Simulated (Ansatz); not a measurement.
# C6H4F6MgO2: up Jacob's ladder to CCSD(T)

How much do the methods differ for C6H4F6MgO2? The plan is to run it at one geometry with functionals of several rungs and with coupled cluster. The yardstick is the atomisation energy at the CCSD(T) limit.

Method: functionals in def2-TZVPP, the program's frozen cores in correlated methods; program: Ansatz 0.2.0, Gaussian basis.

Plan: LDA (SPW92), PBE-D4, revPBE-D4, BLYP-D4, r2SCAN-D4, B97M-V, PBE0-D4, B3LYP-D4, r2SCANh-D4, r2SCAN0-D4, HSE06-D4, BHLYP-D4, CAM-B3LYP-D4, LC-ωPBE, ωB97X-V, ωB97M-V, B2PLYP, PBE-QIDH; CCSD(T)/def2-SVP; CCSD(T)/def2-TZVPP; MP2/def2-QZVPP; extrapolation to the limit; RPA on PBE.

## Step 1: Structure used throughout

An earlier PBE0-D4 in a triple-zeta def2 set relaxation fixed the geometry.

SMILES `[CH3][Mg-]1[O]C(C(F)(F)F)=CC(C(F)(F)F)=[O+]1`, 19 atoms, charge 0, spin multiplicity 1.

Atoms are counted from 1 here; the program's logs count them from 0.

Bond lengths: C1–Mg2 2.069 Å, C1–H16 1.094 Å, C1–H17 1.095 Å, C1–H18 1.095 Å, Mg2–O3 1.969 Å, Mg2–O15 1.969 Å, O3–C4 1.253 Å, C4–C5 1.538 Å, C4–C9 1.393 Å, C5–F6 1.331 Å, C5–F7 1.332 Å, C5–F8 1.331 Å, C9–C10 1.393 Å, C9–H19 1.077 Å, C10–C11 1.538 Å, C10–O15 1.253 Å, C11–F12 1.331 Å, C11–F13 1.331 Å and more. Angles: Mg2–C1–H16 111.9°, Mg2–C1–H17 111.8°, Mg2–C1–H18 111.9°, H16–C1–H17 106.9°, H16–C1–H18 107.3°, H17–C1–H18 106.8°, C1–Mg2–O3 135.4°, C1–Mg2–O15 135.4°, O3–Mg2–O15 89.2°, Mg2–O3–C4 127.6°, O3–C4–C5 113.8°, O3–C4–C9 127.3°, C5–C4–C9 118.8°, C4–C5–F6 109.8°, C4–C5–F7 112.6°, C4–C5–F8 109.8°, F6–C5–F7 108.1°, F6–C5–F8 108.3° and more.

## Step 2: LDA

This LDA is Slater exchange with PW92 correlation.

File in.yaml:

```yaml
crystal:
  periodic: [false, false, false]
  atoms:
    - {symbol: C, position_ang: [-2.730089, -2.808177, -0.335570]}
    - {symbol: Mg, position_ang: [-1.293342, -1.328649, -0.164008]}
    - {symbol: O, position_ang: [-1.313178, 0.633957, -0.010472]}
    - {symbol: C, position_ang: [-0.329358, 1.402140, 0.096437]}
    - {symbol: C, position_ang: [-0.710149, 2.888788, 0.199272]}
    - {symbol: F, position_ang: [-1.484401, 3.083798, 1.264561]}
    - {symbol: F, position_ang: [0.353450, 3.683503, 0.310550]}
    - {symbol: F, position_ang: [-1.389071, 3.257030, -0.885017]}
    - {symbol: C, position_ang: [1.017877, 1.049859, 0.129858]}
    - {symbol: C, position_ang: [1.412205, -0.283090, 0.039835]}
    - {symbol: C, position_ang: [2.912980, -0.617182, 0.081356]}
    - {symbol: F, position_ang: [3.266118, -1.249097, -1.035885]}
    - {symbol: F, position_ang: [3.168719, -1.417579, 1.114028]}
    - {symbol: F, position_ang: [3.676259, 0.468328, 0.201092]}
    - {symbol: O, position_ang: [0.672983, -1.287905, -0.075383]}
    - {symbol: H, position_ang: [-3.646351, -2.435024, -0.803687]}
    - {symbol: H, position_ang: [-3.014308, -3.213311, 0.641215]}
    - {symbol: H, position_ang: [-2.377863, -3.651312, -0.938135]}
    - {symbol: H, position_ang: [1.765717, 1.819523, 0.226354]}
basis:
  gaussian: {orbitals: def2-TZVPP}
hamiltonian: {xc: lda}
output: {orbitals: {seedname: orbitals}}
```

On the command line:

```console
$ ansatz run in.yaml --threads 11 --pin off --events-out ev --progress --plain --max-ram 174080MiB --backend cuda --devices 0, --max-vram 75GiB
```

The runs that follow: PBE-D4 (GGA); revPBE-D4 (GGA); BLYP-D4 (GGA); r2SCAN-D4 (meta-GGA); B97M-V (meta-GGA); B3LYP-D4 (hybrid); r2SCANh-D4 (hybrid); r2SCAN0-D4 (hybrid); HSE06-D4 (hybrid); BHLYP-D4 (hybrid); CAM-B3LYP-D4 (range-separated); LC-ωPBE (range-separated); ωB97X-V (range-separated); ωB97M-V (range-separated); B2PLYP (double hybrid); PBE-QIDH (double hybrid); CCSD(T) in def2-SVP; CCSD(T) in def2-TZVPP; MP2 in def2-QZVPP; RPA on PBE orbitals.

Q: Predict the results of all the runs planned. Wanted: atomisation energy, CCSD(T)/CBS; farthest beyond LDA; mean size of error, GGA; mean size of error, meta-GGA; mean size of error, hybrid; mean size of error, range-separated; mean size of error, double hybrid; gap, smallest and largest; T1 diagnostic.

As calculated:

```
                               quantity                                                     value
        atomisation energy, CCSD(T)/CBS                                             8232.1 kJ/mol
 functionals within 41.2 kJ/mol (0.5 %)  B97M-V, B3LYP-D4, r2SCANh-D4, ωB97X-V, ωB97M-V, PBE-QIDH
                    farthest beyond LDA                                  BHLYP-D4 (-460.4 kJ/mol)
                mean size of error, GGA                                              185.1 kJ/mol
           mean size of error, meta-GGA                                               72.5 kJ/mol
             mean size of error, hybrid                                              140.4 kJ/mol
    mean size of error, range-separated                                               51.2 kJ/mol
      mean size of error, double hybrid                                               58.3 kJ/mol
              gap, smallest and largest                  1.95 eV (LDA (SPW92)), 8.93 eV (LC-ωPBE)
                          T1 diagnostic                                                    0.0141
triples share of the correlation energy                                                     3.6 %
```

What this shows: The LDA atomisation energy is off by 1705.3 kJ/mol (21 %): it overbinds. PBE-D4 misses by +407.7 kJ/mol. Double hybrids carry the basis error of their MP2 part in triple zeta, and no dispersion term here, so their miss is partly the set-up's. By mean error the best rung here is range-separated (51.2 kJ/mol) and the worst beyond LDA is GGA (185.1 kJ/mol). The gap between the best rungs is small, so their order is not settled. Misses under about 41.2 kJ/mol are within the doubt on the reference itself, which lacks core-valence correlation, relativity and higher excitations. Hartree-Fock recovers 69 % of the binding; the rest is correlation. CCSD(T) in def2-SVP is off by -362.6 kJ/mol, worse than the median functional, from the basis alone. The gap grows from 1.9 to 8.9 eV across the functionals, mostly with the share of exact exchange. Correlated methods include outer-core shells of Mg, which these sets cover unevenly.
